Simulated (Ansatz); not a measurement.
# MoH₄ (quintet): the correlation ladder at a displaced geometry (v1), def2-SVP

An exercise on one series of results from a longer session: the logs are not shown, and one member is left open.

Method: def2-SVP, core rule «outside noble gas», up to 4 orbitals frozen; program: Ansatz 0.2.0, Gaussian basis.

The runs, in order: UHF; CCSD(T) on ROHF; CCSD(T) on UHF; CISD; CCSDT(Q) on ROHF; CCSDT(Q) on UHF; CASSCF and MRCISD+Q, 10 electrons in 10 orbitals; CASSCF and NEVPT2, 10 electrons in 10 orbitals.

25 further runs of the same task are left out: 14 that didn't finish, 11 set aside as unsound or not needed.

**The geometry**

The geometry is a PBE0/def2-TZVP stationary point (not a proven minimum) with its atoms shifted at random (size 0.040 Å). No spin-orbit coupling is included. Elements past krypton take def2 core potentials.

5 atoms, charge 0, spin multiplicity 5.

Atoms are counted from 1 here; the program's logs count them from 0.

Bond lengths: Mo1–H2 1.832 Å, Mo1–H3 1.785 Å, Mo1–H4 1.866 Å, Mo1–H5 1.923 Å, H2–H3 0.805 Å, H4–H5 0.849 Å. Angles: H2–Mo1–H3 25.7°, H2–Mo1–H4 154.1°, H2–Mo1–H5 177.1°, H3–Mo1–H4 179.7°, H3–Mo1–H5 154.4°, H4–Mo1–H5 25.8°, Mo1–H2–H3 73.9°, Mo1–H3–H2 80.4°, Mo1–H4–H5 80.8°, Mo1–H5–H4 73.3°.

The first run:

Contents of in.yaml:

```yaml
crystal:
  periodic: [false, false, false]
  atoms:
    - {symbol: Mo, position_ang: [0.001083, -0.000039, 0.001657]}
    - {symbol: H, position_ang: [0.000249, 0.414897, 1.786224]}
    - {symbol: H, position_ang: [0.048213, -0.387951, 1.743611]}
    - {symbol: H, position_ang: [-0.054563, 0.411393, -1.818027]}
    - {symbol: H, position_ang: [-0.096948, -0.434586, -1.869516]}
basis:
  gaussian: {orbitals: def2-SVP}
magnetization: {spin_polarized: true, initial_magnetization: 4}
hamiltonian: {xc: hf}
output: {orbitals: {seedname: orbitals}}
```

Launch:

```console
ansatz run in.yaml --threads 1 --pin off --events-out ev --progress --plain --max-ram 2393MiB
```

Among the steps run: UHF; CCSD(T) on ROHF; CCSD(T) on UHF; CISD; CCSDT(Q) on ROHF; CCSDT(Q) on UHF; CASSCF and MRCISD+Q, 10 electrons in 10 orbitals; CASSCF and NEVPT2, 10 electrons in 10 orbitals.

One of the session's tables, all rows but one given; the rest of the session is left out.

```
          method  from RCCSDT(Q) (kJ/mol)
            ROHF                        ?
             UHF                   +501.4
            RMP2                    +78.5
            UMP2                    +69.7
           RCCSD                    +18.3
           UCCSD                    +12.2
        RCCSD(T)                     +3.5
        UCCSD(T)                     -2.1
          RCCSDT                     +1.0
          UCCSDT                     -4.6
       RCCSDT(Q)                        0
       UCCSDT(Q)                     -5.6
  CASSCF valence                   +383.6
  NEVPT2 valence                    +90.4
  MRCISD valence                    +31.4
MRCISD+Q valence                     +8.3
```

Q: Estimate the row for ROHF from the others.

As computed: from RCCSDT(Q) (kJ/mol): +517.9. In the column «from RCCSDT(Q) (kJ/mol)» it is the highest.

Not comparable, so not listed: CISD (they don't share determinant, frozen orbitals or solution with the rows shown, or repeat one).

To keep in mind: Restricted and unrestricted rows rest on different reference determinants; where their highest levels disagree by more than a few hundredths of an eV, they describe different states and don't form one ladder.
